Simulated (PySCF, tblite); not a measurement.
# C5H8Cl2OSi: geometry, infrared bands and NMR shifts

What infrared bands and NMR shifts should C5H8Cl2OSi (`CC(=O)[C@@H]1[SiH2][C@@H]1C(Cl)Cl`) show?

Computed with tblite 0.8.0 and PySCF 2.14.0, with density-fitted response routines of our own, on a single molecule in the gas phase. Atoms count from 0, in the outputs and in this text.

## 1. Starting geometry

17 atoms, charge 0, multiplicity 1; geometry from: force field or distance geometry start.

Bonds of the start (Å): C0–C1 1.49, C1–O2 1.23, C1–C3 1.49, C3–Si4 1.85, Si4–C5 1.86, C5–C6 1.49, C6–Cl7 1.79, C6–Cl8 1.78, C5–C3 1.52, C0–H9 1.09, C0–H10 1.10, C0–H11 1.09, C3–H12 1.07, Si4–H13 1.47, Si4–H14 1.48, C5–H15 1.09, C6–H16 1.09.

## 2. Geometry optimisation with GFN2-xTB

Job settings and geometry (Å):

```
{"job": {"kind": "relax", "xc": "GFN2-xTB", "basis": "xTB"}, "charge": 0, "multiplicity": 1}
C     -1.685300     1.923900    -0.275300
C     -1.185100     0.534600    -0.074500
O     -1.871200    -0.380000     0.373300
C      0.249700     0.325900    -0.405900
Si     0.721600    -1.342900    -1.037300
C      1.188800    -0.429600     0.513000
C      0.762000    -1.025800     1.810800
Cl     2.003900    -2.189300     2.368200
Cl     0.649400     0.288300     3.012400
H     -1.122100     2.625400     0.340800
H     -2.747500     1.977900     0.022700
H     -1.617600     2.191500    -1.329300
H      0.691200     1.132800    -0.951200
H      0.023900    -2.581400    -0.646700
H      1.909600    -1.406500    -1.922700
H      2.219300    -0.085100     0.553400
H     -0.197600    -1.547600     1.798100
```

On the command line:

```
> OMP_NUM_THREADS=1 python probes_run.py task.json out
```

The driver reads the jobs from task.json and runs them one after another.

Output:

```text
step      E/eV     max force
  0    -805.99150    2.787
  1    -806.11706    1.356
  2    -806.16247    0.746
  3    -806.20277    0.543
  4    -806.23842    0.588
  5    -806.26497    0.669
  6    -806.29145    0.484
  7    -806.30889    0.344
  8    -806.32205    0.372
  9    -806.33233    0.327
 10    -806.34347    0.304
 11    -806.35438    0.273
 12    -806.36291    0.200
 13    -806.36852    0.162
 14    -806.37289    0.180
 15    -806.37689    0.200
 16    -806.38052    0.166
 17    -806.38356    0.142
 18    -806.38624    0.114
 19    -806.38907    0.150
 20    -806.39215    0.172
 21    -806.39531    0.164
 22    -806.39843    0.157
 23    -806.40149    0.169
 24    -806.40434    0.139
 25    -806.40682    0.129
 26    -806.40897    0.127
 27    -806.41099    0.111
 28    -806.41287    0.091
 29    -806.41440    0.100
 30    -806.41558    0.086
 31    -806.41654    0.068
 32    -806.41739    0.075
 33    -806.41814    0.064
 34    -806.41881    0.065
 35    -806.41955    0.063
 36    -806.42050    0.084
 37    -806.42158    0.081
 38    -806.42239    0.077
 39    -806.42283    0.055
 40    -806.42310    0.042
 41    -806.42339    0.053
 42    -806.42376    0.059
 43    -806.42411    0.058
 44    -806.42439    0.039
 45    -806.42461    0.038
 46    -806.42483    0.039
 47    -806.42507    0.042
 48    -806.42525    0.034
 49    -806.42537    0.019
 50    -806.42545    0.025
 51    -806.42555    0.024
 52    -806.42566    0.030
 53    -806.42579    0.030
 54    -806.42590    0.021
 55    -806.42597    0.017
 56    -806.42603    0.014
 57    -806.42606    0.017
 58    -806.42609    0.016
 59    -806.42612    0.015
 60    -806.42615    0.012
 61    -806.42618    0.014
 62    -806.42620    0.013
 63    -806.42622    0.012
 64    -806.42625    0.014
 65    -806.42627    0.011
 66    -806.42629    0.012
 67    -806.42631    0.013
 68    -806.42634    0.015
 69    -806.42637    0.017
 70    -806.42641    0.017
 71    -806.42648    0.018
 72    -806.42655    0.022
 73    -806.42660    0.022
 74    -806.42664    0.014
 75    -806.42666    0.013
 76    -806.42669    0.017
 77    -806.42674    0.023
 78    -806.42679    0.024
 79    -806.42683    0.013
 80    -806.42686    0.012
 81    -806.42688    0.015
 82    -806.42693    0.029
 83    -806.42699    0.037
 84    -806.42707    0.031
 85    -806.42713    0.019
 86    -806.42718    0.016
 87    -806.42722    0.019
 88    -806.42726    0.021
 89    -806.42729    0.012
 90    -806.42730    0.009
```

It took 1.5 s on 1 thread of Intel Xeon at 2.70GHz, shared host.

The steps of the relaxation: (not every step is listed)

```csv
step,energy from step 0 (eV),largest force (eV/Å)
0,0.0000,2.7873
1,-0.1256,1.3559
2,-0.1710,0.7462
3,-0.2113,0.5430
4,-0.2469,0.5884
5,-0.2735,0.6692
6,-0.3000,0.4838
7,-0.3174,0.3437
8,-0.3306,0.3723
15,-0.3854,0.1998
22,-0.4069,0.1566
29,-0.4229,0.1000
36,-0.4290,0.0844
43,-0.4326,0.0579
50,-0.4339,0.0251
57,-0.4346,0.0165
64,-0.4348,0.0136
71,-0.4350,0.0181
78,-0.4353,0.0237
85,-0.4356,0.0185
86,-0.4357,0.0164
87,-0.4357,0.0187
88,-0.4358,0.0210
89,-0.4358,0.0121
90,-0.4358,0.0087
```

Close pairs (by a distance rule), those that changed most:

```csv
bond,before (Å),after (Å),change (Å)
C3–Si4,1.846,1.926,+0.080
C3–C5,1.516,1.548,+0.032
Si4–H14,1.483,1.452,-0.031
Si4–H13,1.474,1.444,-0.031
C1–C3,1.487,1.461,-0.026
Si4–C5,1.859,1.881,+0.022
C0–H10,1.105,1.086,-0.018
C0–C1,1.490,1.507,+0.017
```

The next job starts from the end point, and lists it.

## 3. Harmonic vibrations with GFN2-xTB

Job settings and geometry (Å):

```
{"job": {"kind": "ir", "xc": "GFN2-xTB", "basis": "xTB"}, "charge": 0, "multiplicity": 1}
C     -1.711150     1.794572    -0.287750
C     -1.066060     0.464280     0.006323
O     -1.689332    -0.468602     0.482386
C      0.342785     0.345629    -0.362779
Si     0.766375    -1.396625    -1.066095
C      1.270963    -0.522604     0.521094
C      0.776660    -0.928311     1.865784
Cl     1.815795    -2.202187     2.543811
Cl     0.786952     0.476150     2.982122
H     -1.285190     2.548483     0.372187
H     -2.782650     1.736031    -0.117637
H     -1.513684     2.090278    -1.315552
H      0.796372     1.249913    -0.747608
H     -0.315957    -2.351489    -1.039231
H      1.771257    -1.402878    -2.113601
H      2.276272    -0.115431     0.575010
H     -0.246407    -1.305179     1.851300
```

Output:

```text
mode    cm-1     km/mol
  1      31.2      0.54
  2      58.0      4.65
  3     101.8      1.46
  4     109.8      3.31
  5     126.4      2.18
  6     161.9      6.84
  7     217.7     12.78
  8     250.3      0.29
  9     291.0      5.58
 10     327.0      0.31
 11     405.1      3.45
 12     409.6      4.48
 13     479.8     38.89
 14     528.4    150.35
 15     547.6      5.65
 16     606.0      6.48
 17     652.7     18.29
 18     672.4     41.03
 19     699.3    151.18
 20     742.3      9.26
 21     750.6     18.33
 22     871.0     26.47
 23     928.0     27.73
 24     974.4      3.03
 25     989.3     28.00
 26     996.7     17.12
 27    1049.0      7.34
 28    1137.4     58.91
 29    1160.9     13.60
 30    1168.7     73.95
 31    1185.0     51.25
 32    1298.5     26.83
 33    1309.1    181.79
 34    1366.8     41.22
 35    1453.6     10.07
 36    1461.1      9.03
 37    1692.6    237.44
 38    2370.5    211.52
 39    2448.6    185.99
 40    2962.0      4.47
 41    3012.9      6.94
 42    3019.8      7.88
 43    3030.9      6.98
 44    3046.7     12.57
 45    3057.8     12.23
```

It took 1.2 s on 1 thread of Intel Xeon at 2.70GHz, shared host.

Which atoms move in the most intense modes:

```csv
cm⁻¹,km/mol,atoms
528,150.3,"H14 45 %, H13 40 %, Si4 12 %"
699,151.2,"H13 48 %, H14 44 %"
1137,58.9,"H15 29 %, C6 17 %, C1 14 %, C5 11 %"
1169,74.0,H16 72 %
1309,181.8,"C3 31 %, C1 21 %, H12 20 %, C5 12 %"
1693,237.4,"C1 62 %, O2 35 %"
2370,211.5,H14 96 %
2449,186.0,H13 95 %
```

## 4. Shielding tensors: PBE0/pcSseg-1

The job, as its differences from that of step 3:

```diff
@@ -1,2 +1,2 @@
-{"job": {"kind": "ir", "xc": "GFN2-xTB", "basis": "xTB"}, "charge": 0, "multiplicity": 1}
+{"job": {"kind": "nmr", "xc": "PBE0", "basis": "pcSseg-1"}, "charge": 0, "multiplicity": 1}
 C     -1.711150     1.794572    -0.287750
```

Method: GIAO PBE0/pcSseg-1 NMR shielding, non-relativistic, gas phase.

Output:

```text
coarse grid: 16352 points
cycle   1  E = -1479.3878380859  dE =  1.292e+00  |g| = 8.577e-01  |ddm| = 3.901e+00
cycle   2  E = -1478.9499122700  dE =  4.379e-01  |g| = 1.702e+00  |ddm| = 2.943e+00
cycle   3  E = -1479.5359770071  dE = -5.861e-01  |g| = 2.217e-01  |ddm| = 2.361e+00
cycle   4  E = -1479.5457150913  dE = -9.738e-03  |g| = 8.689e-02  |ddm| = 2.768e-01
cycle   5  E = -1479.5473882016  dE = -1.673e-03  |g| = 2.169e-02  |ddm| = 9.716e-02
cycle   6  E = -1479.5474973663  dE = -1.092e-04  |g| = 5.408e-03  |ddm| = 2.492e-02
cycle   7  E = -1479.5475031568  dE = -5.791e-06  |g| = 2.143e-03  |ddm| = 7.060e-03
final grid: 145648 points
cycle   8  E = -1479.6093640222  dE = -2.521e-05  |g| = 1.429e-02  |ddm| = 3.561e-02
cycle   9  E = -1479.6092498058  dE =  1.142e-04  |g| = 2.745e-02  |ddm| = 3.586e-02
cycle  10  E = -1479.6094059933  dE = -1.562e-04  |g| = 2.330e-03  |ddm| = 2.520e-02
cycle  11  E = -1479.6094069511  dE = -9.578e-07  |g| = 7.049e-04  |ddm| = 2.657e-03
cycle  12  E = -1479.6094070595  dE = -1.084e-07  |g| = 1.891e-04  |ddm| = 9.082e-04
cycle  13  E = -1479.6094070678  dE = -8.277e-09  |g| = 3.658e-05  |ddm| = 2.024e-04
cycle  14  E = -1479.6094070681  dE = -3.160e-10  |g| = 8.961e-06  |ddm| = 4.133e-05
converged SCF energy = -1479.6094070681

GIAO shielding tensors (ppm)
atom      isotropic    diamagn.    paramagn.     s11        s22        s33       span
  0 C      152.191     251.182     -98.991    130.919    133.251    192.405     61.486
  1 C      -27.271     247.966    -275.237   -102.556    -83.302    104.045    206.601
  2 O     -268.036     402.897    -670.933   -786.540   -361.579    344.012   1130.552
  3 C      154.457     257.151    -102.694    121.268    151.263    190.839     69.571
  4 Si     451.115     880.983    -429.868    348.032    390.118    615.196    267.164
  5 C      146.541     253.651    -107.110    115.820    150.042    173.761     57.941
  6 C      102.622     241.020    -138.398     57.752    113.628    136.487     78.735
  7 Cl     657.718    1144.259    -486.541    316.090    637.445   1019.618    703.528
  8 Cl     636.132    1145.987    -509.855    358.871    535.213   1014.311    655.440
  9 H       29.105      29.053       0.052     25.830     29.162     32.325      6.495
 10 H       29.611      28.203       1.408     26.051     27.352     35.431      9.380
 11 H       29.182      29.389      -0.207     25.711     28.771     33.063      7.352
 12 H       29.068      34.419      -5.351     24.055     27.926     35.224     11.169
 13 H       28.418      29.798      -1.381     23.491     27.277     34.485     10.994
 14 H       28.484      29.842      -1.358     23.556     25.138     36.757     13.200
 15 H       29.338      31.211      -1.873     24.815     29.113     34.085      9.269
 16 H       24.748      27.635      -2.887     20.713     23.956     29.576      8.863
```

It took 64 s on 1 thread of Intel Xeon at 2.70GHz, shared host; peak memory 1 GiB.

Shifts follow as δ = σ(reference) − σ, with reference shieldings (ppm) from runs at the same level and on the same kind of geometry: 1H TMS 31.72, 13C TMS 186.9, 29Si TMS 349.2, 17O H2O 336.1, 35Cl HCl 950. The references are single molecules in the gas phase, so shifts against H2O, NH3, PH3, H3PO4 or CFCl3 are not on the usual liquid scales and can be off by tens of ppm. Atoms listed in one row are averaged.

```csv
atoms,environment,σ (ppm),δ (ppm),δ scaled to CDCl3
C1,ketone carbonyl carbon,-27.3,214.2,207.1
C6,sp3 CH bonded to 2 Cl,102.6,84.3,80.4
C5,three-membered-ring carbon,146.5,40.4,37.5
C0,methyl carbon α to a carbonyl,152.2,34.7,32.0
C3,three-membered-ring carbon,154.5,32.5,29.8
H16,hydrogen on an sp3 CH bonded to 2 Cl,24.75,6.97,6.68
H13,"hydrogen on a silicon bonded to 2 C, in a 3-membered ring",28.42,3.30,–
H14,"hydrogen on a silicon bonded to 2 C, in a 3-membered ring",28.48,3.23,–
H12,hydrogen on a three-membered-ring carbon,29.07,2.65,2.60
"H9, H10, H11",hydrogen on a methyl carbon α to a carbonyl,29.30,2.42,2.38
H15,hydrogen on a three-membered-ring carbon,29.34,2.38,2.35
O2,ketone oxygen,-268.0,604.1,–
Si4,"silicon bonded to 2 C, 2 H, in a 3-membered ring",451.1,-102.0,–
Cl8,chlorine bonded to C,636,314,–
Cl7,chlorine bonded to C,658,292,–
```

The scaled column applies a straight-line fit of computed shieldings to shifts measured in CDCl3, with any fitted terms for Cl, Br or S neighbours (root-mean-square error 0.16 ppm for H, 1.9 ppm for C).

Charges from the same density, by scheme (e):

```csv
atoms,Mulliken,IAO,Hirshfeld,ESP fit
C0,-0.23,-0.47,-0.12,-0.61
C1,0.22,0.39,0.16,0.80
O2,-0.41,-0.46,-0.23,-0.57
C3,-0.43,-0.41,-0.12,-0.55
Si4,0.61,0.69,0.35,0.28
C5,-0.31,-0.35,-0.13,-0.21
C6,-0.21,-0.09,0.03,-0.46
Cl7,-0.06,-0.08,-0.06,-0.04
Cl8,-0.07,-0.10,-0.07,-0.03
```

Mayer bond orders: C0–C1 1.02, C1–O2 1.91, C1–C3 0.99, C3–Si4 0.81, Si4–C5 0.89, C5–C6 0.96, C6–Cl7 1.02, C6–Cl8 1.00, C5–C3 0.85.

Ring of atoms C3, Si4, C5: NICS(0) -27.2, NICS(1) -7.5, NICS(1)zz -16.2 ppm (means of both faces; NICS(1) differs between them: -9.2 and -5.8).

The two faces differ (NICS(1)zz -13.5 and -18.9 ppm).

In rings of three or four atoms NICS is ruled by the nearby σ bonds, so it says little on aromaticity.

## 5. Outcome

| quantity | value |
| --- | --- |
| strongest single infrared mode (GFN2-xTB) | 1693 cm⁻¹, 237 km/mol |
| zero-point energy (GFN2-xTB) | 71.7 kcal/mol |
| 13C shifts against TMS (PBE0/pcSseg-1) | 214.2, 84.3, 40.4, 34.7, 32.5 ppm |
| 1H shifts against TMS (PBE0/pcSseg-1, means over atoms taken as alike) | 6.97, 3.30, 3.23, 2.65, 2.42, 2.38 ppm |
| 17O shifts against H2O (PBE0/pcSseg-1) | 604.1 ppm |
| 29Si shifts against TMS (PBE0/pcSseg-1) | -102.0 ppm |
| 35Cl shifts against HCl (PBE0/pcSseg-1) | 314, 292 ppm |

What this shows: The optimisation took 90 steps and gained 0.436 eV; among the close pairs (by a distance rule), C3–Si4 changed most, from 1.846 to 1.926 Å. No mode is imaginary among the 45: a minimum at this level. The strongest single mode, at 1693 cm⁻¹, moves mainly C1 and O2. Unscaled tight-binding wavenumbers are off by several per cent, some by more. Its intensities can rank the bands wrongly. C6 stands next to heavy halogen, whose spin-orbit shielding this run leaves out, so the computed shift lies too far downfield, most of all for carbon beside Br or I. The most deshielded carbon is C1 (ketone carbonyl carbon), at 214.2 ppm: the double bond to the heteroatom, with no lone-pair donor beside it, deshields it most. H16 (hydrogen on an sp3 CH bonded to 2 Cl) lies farthest downfield among hydrogen, at 6.97 ppm; its carbon carries Cl, hence the downfield position. At PBE0/pcSseg-1: The largest span, 1131 ppm, is at O2, where the paramagnetic term is -671 ppm.
